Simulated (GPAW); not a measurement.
The system is CaB2.

```
CELL_PARAMETERS angstrom
3.22643 0.00000 0.00000
-1.61322 2.79417 0.00000
0.00000 0.00000 4.06739
ATOMIC_POSITIONS crystal
Ca 0.00000 0.00000 0.00000
B 0.66667 0.33333 0.50000
B 0.33333 0.66667 0.50000
```

The cell comes from a database or a generator and needn't be the stable form of this composition.

Base run:

- Program: GPAW 26.7.0
- Functional: RPBE
- Potentials or basis: the program's PAW data sets (release 1.2.1) made for this functional
- Cutoff: 800 eV
- Basis: pw
- k mesh: 9 × 9 × 7
- Occupations: fermi-dirac, width 0.05 eV
- Spin: no spin polarisation

Its results: pressure 3.0 GPa.

**Question.** After a change of settings the same cell gave: pressure -6.6 GPa. Which change was it?
A. functional from RPBE to BLYP; potentials or basis from the program's PAW data sets (release 1.2.1) made for this functional to PAW data sets generated in the run's folder for this functional
B. functional from RPBE to LDA
C. functional from RPBE to PBE; potentials or basis from the program's PAW data sets (release 1.2.1) made for this functional to GPAW PAW data sets (gpaw-data 1.2.1)
D. functional from RPBE to revPBE

**Answer.** B.

LDA binds more tightly than RPBE, so the same cell stands under less pressure.
